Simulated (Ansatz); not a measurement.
# CH6OSZn: the cost of one run

Program: Ansatz 0.2.0. Level of theory: RKS PBE0/def2-SVP. These are calculated values, not measurements.

### 1 Starting point

Bond lengths: Zn1–C2 2.307 Å, Zn1–O3 1.744 Å, Zn1–S5 2.651 Å, C2–H6 1.085 Å, C2–H7 1.090 Å, C2–H8 1.092 Å, O3–H9 0.955 Å, S5–H10 1.326 Å. Angles: Zn1–C2–H6 172.3°, Zn1–C2–H7 77.4°, Zn1–C2–H8 75.9°, H6–C2–H7 107.4°, H6–C2–H8 106.9°, H7–C2–H8 112.6°, C2–Zn1–O3 107.7°, C2–Zn1–S5 77.7°, O3–Zn1–S5 174.0°, Zn1–O3–H9 121.3°, Zn1–S5–H10 92.3°.

Coordinates:

```xyz
10

Zn   -1.0679    0.2397   -0.2155
C     1.0191   -0.7111    0.0341
O    -1.7339   -0.3299   -1.7230
H     0.7382    0.1311    1.0991
S    -0.2212    1.3271    2.0488
H     2.0000   -1.1004    0.2843
H     1.1093   -0.1868   -0.9176
H     0.3417   -1.5662   -0.0205
H    -2.6171   -0.0900   -1.9967
H     0.4317    2.2866    1.4069
```

### 2 A restrained relaxation towards end A

Springs on the bonds that form and break draw the guess towards this end; the thresholds are loose.

Input file input.yaml:

```yaml
crystal:
  periodic: [false, false, false]
  atoms:
    - { symbol: Zn, position_ang: [-1.0679, 0.2397, -0.2155] }
    - { symbol: C, position_ang: [1.0191, -0.7111, 0.0341] }
    - { symbol: O, position_ang: [-1.7339, -0.3299, -1.723] }
    - { symbol: H, position_ang: [0.7382, 0.1311, 1.0991] }
    - { symbol: S, position_ang: [-0.2212, 1.3271, 2.0488] }
    - { symbol: H, position_ang: [2.0, -1.1004, 0.2843] }
    - { symbol: H, position_ang: [1.1093, -0.1868, -0.9176] }
    - { symbol: H, position_ang: [0.3417, -1.5662, -0.0205] }
    - { symbol: H, position_ang: [-2.6171, -0.09, -1.9967] }
    - { symbol: H, position_ang: [0.4317, 2.2866, 1.4069] }
basis:
  gaussian: { orbitals: def2-SVP }
hamiltonian:
  xc: pbe0
relax:
  f_tol: 0.15
  max_steps: 25
  restrain:
    - { distance: [0, 4], at: 3.57, k: 30.0 }
    - { distance: [3, 1], at: 2.37, k: 30.0 }
    - { distance: [0, 1], at: 1.98, k: 30.0 }
    - { distance: [3, 4], at: 1.36, k: 30.0 }
output:
  orbitals: {}
```

Command:

```console
> ansatz run input.yaml --threads 2 --pin off --max-ram 3072MiB --backend cpu --events-out ev --progress --plain --runs-dir out
```

What time and memory should one allow on 2 threads of Arm Neoverse V2, shared host?

About 36 s, with a peak of 0.25 GiB.
